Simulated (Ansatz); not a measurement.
**C₄H₆ClFO₂Ti: a ladder of functionals and wavefunction methods**

One table from this session's results is given with a row withheld; the runs are named, their logs left out.

Computed with Ansatz 0.2.0, Gaussian basis. Level: functionals in def2-TZVPP, the program's frozen cores in correlated methods.

Levels to be run: LDA (SPW92), PBE-D4, revPBE-D4, BLYP-D4, r2SCAN-D4, B97M-V, PBE0-D4, B3LYP-D4, r2SCANh-D4, r2SCAN0-D4, HSE06-D4, BHLYP-D4, CAM-B3LYP-D4, LC-ωPBE, ωB97X-V, ωB97M-V, B2PLYP, PBE-QIDH; CCSD(T)/def2-SVP; CCSD(T)/def2-TZVPP; MP2/def2-QZVPP; extrapolation to the limit; RPA on PBE.

### The geometry

An earlier PBE0-D4 in a triple-zeta def2 set relaxation fixed the geometry.

15 atoms, charge 0, spin multiplicity 1.

Atoms are counted from 1 here; the program's logs count them from 0.

Bond lengths: C1–Ti2 2.056 Å, C1–H10 1.091 Å, C1–H11 1.096 Å, C1–H12 1.090 Å, Ti2–F3 1.765 Å, Ti2–Cl4 2.206 Å, Ti2–O5 2.039 Å, Ti2–O9 1.966 Å, O5–C6 1.256 Å, C6–C7 1.394 Å, C6–H13 1.096 Å, C7–C8 1.381 Å, C7–H14 1.080 Å, C8–O9 1.270 Å, C8–H15 1.094 Å. Angles: Ti2–C1–H10 107.7°, Ti2–C1–H11 106.3°, Ti2–C1–H12 111.2°, H10–C1–H11 109.7°, H10–C1–H12 111.7°, H11–C1–H12 110.1°, C1–Ti2–F3 92.2°, C1–Ti2–Cl4 111.5°, C1–Ti2–O5 83.4°, C1–Ti2–O9 123.1°, F3–Ti2–Cl4 103.3°, F3–Ti2–O5 163.7°, F3–Ti2–O9 87.9°, Cl4–Ti2–O5 92.9°, Cl4–Ti2–O9 123.8°, O5–Ti2–O9 81.5°, Ti2–O5–C6 133.8°, O5–C6–C7 124.5° and more.

Set-up of the first run:

in.yaml

```yaml
crystal:
  periodic: [false, false, false]
  atoms:
    - {symbol: C, position_ang: [1.934427, -0.778005, -1.093928]}
    - {symbol: Ti, position_ang: [-0.073063, -1.089750, -0.778833]}
    - {symbol: F, position_ang: [0.178921, -2.799312, -0.421387]}
    - {symbol: Cl, position_ang: [-1.192806, -1.129373, -2.679009]}
    - {symbol: O, position_ang: [-0.132055, 0.945066, -0.665438]}
    - {symbol: C, position_ang: [-0.555817, 1.755615, 0.195091]}
    - {symbol: C, position_ang: [-1.127568, 1.388664, 1.411953]}
    - {symbol: C, position_ang: [-1.279410, 0.051891, 1.721659]}
    - {symbol: O, position_ang: [-0.920413, -0.920920, 0.987683]}
    - {symbol: H, position_ang: [2.338548, -1.673853, -1.568614]}
    - {symbol: H, position_ang: [2.384290, -0.650356, -0.102650]}
    - {symbol: H, position_ang: [2.105396, 0.110890, -1.700377]}
    - {symbol: H, position_ang: [-0.464304, 2.820156, -0.049711]}
    - {symbol: H, position_ang: [-1.468833, 2.145617, 2.102895]}
    - {symbol: H, position_ang: [-1.749113, -0.227028, 2.669966]}
basis:
  gaussian: {orbitals: def2-TZVPP}
hamiltonian: {xc: lda}
output: {orbitals: {seedname: orbitals}}
```

On the command line:

```sh
$ ansatz run in.yaml --threads 4 --pin off --events-out ev --progress --plain --max-ram 66560MiB --backend cuda --devices 0, --max-vram 37GiB
```

Steps of the session up to this table: LDA; PBE-D4 (GGA); revPBE-D4 (GGA); BLYP-D4 (GGA); r2SCAN-D4 (meta-GGA); B97M-V (meta-GGA); PBE0-D4 (hybrid); B3LYP-D4 (hybrid); r2SCANh-D4 (hybrid); r2SCAN0-D4 (hybrid); HSE06-D4 (hybrid); BHLYP-D4 (hybrid); CAM-B3LYP-D4 (range-separated); LC-ωPBE (range-separated); ωB97X-V (range-separated); ωB97M-V (range-separated); B2PLYP (double hybrid); PBE-QIDH (double hybrid).

One table of the session follows, with a row left open; its other results are not shown here.

It belongs to the step «Orbital energies across the functionals». 

```
  functional  HOMO (eV)  LUMO (eV)  gap (eV)
 LDA (SPW92)      -6.73      -3.83      2.90
      PBE-D4      -6.59      -3.56      3.03
   revPBE-D4      -6.54      -3.46      3.07
     BLYP-D4      -6.46      -3.43      3.03
   r2SCAN-D4      -6.91      -3.47      3.44
      B97M-V      -7.02      -3.41      3.61
     PBE0-D4      -8.01      -2.67      5.33
    B3LYP-D4      -7.76      -2.89      4.87
  r2SCANh-D4      -7.43      -3.13      4.31
  r2SCAN0-D4      -8.19      -2.61      5.58
    HSE06-D4      -7.60      -3.05      4.55
    BHLYP-D4      -9.00      -1.63      7.37
CAM-B3LYP-D4      -9.29      -1.59      7.70
     LC-ωPBE          ?          ?         ?
     ωB97X-V     -10.22      -0.51      9.71
     ωB97M-V     -10.13      -0.56      9.57
```

Q: Estimate the row for LC-ωPBE from the others.

The run gave: HOMO (eV): -10.54; LUMO (eV): -0.49; gap (eV): 10.05. In the column «HOMO (eV)» it is the lowest.
